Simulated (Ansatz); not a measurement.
# GePt: the cost of one run

Computed with Ansatz 0.2.0 (DFT PBE, scalar-relativistic, plane waves, PAW, unless a step's input says otherwise).

1 further run of the same task is left out (set aside as unsound or not needed). Runs told in other sessions of the task aren't counted.

## (1) The system as given

It takes space group Pmc2_1 (No. 26, orthorhombic). The conventional cell has a = 3.745 Å, b = 26.676 Å, c = 5.827 Å, α = 90.00°, β = 90.00°, γ = 90.00°. Pt (site symmetry m) is surrounded by 3 Ge at 2.47 Å and 2 Pt at 2.83 Å. Ge (site symmetry m) has 4 Pt at 2.47 to 2.73 Å in its first shell of neighbours. Ge (site symmetry m) has 3 Pt at 2.47 to 2.58 Å in its first shell of neighbours. Pt (site symmetry m) has 6 Ge at 2.50 to 2.90 Å and 4 Pt at 2.83 to 2.97 Å in its first shell of neighbours. Pt (site symmetry m) is surrounded by 6 Ge at 2.52 to 2.73 Å. Around Ge (site symmetry m) lie 6 Pt at 2.50 to 2.72 Å. Ge (site symmetry m) has 6 Pt at 2.52 to 2.68 Å in its first shell of neighbours. Pt (site symmetry m) has 6 Ge at 2.50 to 2.68 Å in its first shell of neighbours.

Structure file:

```xyz
16
Lattice="3.7445 0.0000 0.0000 0.0000 5.8271 0.0000 0.0000 0.0000 26.6755" Properties=species:S:1:pos:R:3 pbc="T T T"
Pt    2.8084    6.0380    7.8796
Ge    0.9361    1.8081    8.0335
Ge    2.8084    3.8518    9.0205
Pt    0.9361    0.0110    9.9932
Pt    0.9361    2.9212   10.5262
Ge    2.8084    1.0902   11.2580
Ge    0.9361    4.6932   12.3148
Pt    2.8084    2.8953   12.9847
Pt    2.8084    5.8088   13.6908
Ge    0.9361    1.7796   14.3607
Ge    2.8084    4.0037   15.4176
Pt    0.9361    0.0076   16.1494
Pt    0.9361    2.9245   16.6823
Ge    2.8084    0.9382   17.6550
Ge    0.9361    4.7217   18.6420
Pt    2.8084    3.1244   18.7959
```

Miller indices refer to the conventional cell of the relaxed bulk, Pnma (No. 62): a = 5.827 Å, b = 3.745 Å, c = 6.191 Å, α = 90.00°, β = 90.00°, γ = 90.00°.

As cut, it was a (001) slab, 11.7 Å thick as cut, with 15 Å of vacuum; its outer planes are Pt (top) and Pt (bottom); it was relaxed in an earlier run.

## (2) Scalar-relativistic bands

The cell repeats along c, and a dipole correction in the vacuum removes the field between the copies.

input.yaml

```yaml
crystal:
  lattice:
    - [3.744518745, 0.0, 0.0]
    - [0.0, 5.8271351655, 0.0]
    - [0.0, 0.0, 26.6755392853]
  atoms:
    - { symbol: Pt, position: [0.75, 1.036179306, 0.2953875782] }
    - { symbol: Ge, position: [0.25, 0.3102948344, 0.3011558523] }
    - { symbol: Ge, position: [0.75, 0.6610055862, 0.3381575308] }
    - { symbol: Pt, position: [0.25, 0.0018830899, 0.3746219561] }
    - { symbol: Pt, position: [0.25, 0.5013012971, 0.3946004079] }
    - { symbol: Ge, position: [0.75, 0.1870821496, 0.4220328263] }
    - { symbol: Ge, position: [0.25, 0.8053971043, 0.461651756] }
    - { symbol: Pt, position: [0.75, 0.4968567729, 0.4867659307] }
    - { symbol: Pt, position: [0.75, 0.9968567729, 0.5132340688] }
    - { symbol: Ge, position: [0.25, 0.3053971008, 0.5383482435] }
    - { symbol: Ge, position: [0.75, 0.6870821292, 0.5779671725] }
    - { symbol: Pt, position: [0.25, 0.001301277, 0.605399591] }
    - { symbol: Pt, position: [0.25, 0.5018830686, 0.625378042] }
    - { symbol: Ge, position: [0.75, 0.1610055012, 0.6618424729] }
    - { symbol: Ge, position: [0.25, 0.8102947782, 0.6988441523] }
    - { symbol: Pt, position: [0.75, 0.5361792316, 0.7046124189] }
basis:
  ecutwfc: 420
kpoints:
  mp_grid: { grid: [9, 6, 1] }
  band_path:
    path: [[0.5, 0, 0], [0, 0, 0], [0, 0.5, 0], [0.5, 0.5, 0], [0, 0, 0]]
    npoints: 12
hamiltonian:
  xc: pbe
scf:
  occupations: { method: gaussian, width: 0.1 }
  n_extra_bands: 38
output:
  forces: true
  eigenvalues: true
  populations: true
  fatbands: true
  write_density: true
  write_potential: true
  elf: true
  volumetric_format: npy
efield:
  axis: 3
  dipole_correction: true
  ramp_width: 0.04
```

On the command line:

```console
$ ansatz run input.yaml --threads 8 --pin off --max-ram 15360MiB --backend cpu --events-out ev --progress --plain --runs-dir out
```

Q: Estimate wall time and peak memory on 8 threads of Arm Neoverse N1, shared host.

About 5.6 min, with a peak of 6 GiB.
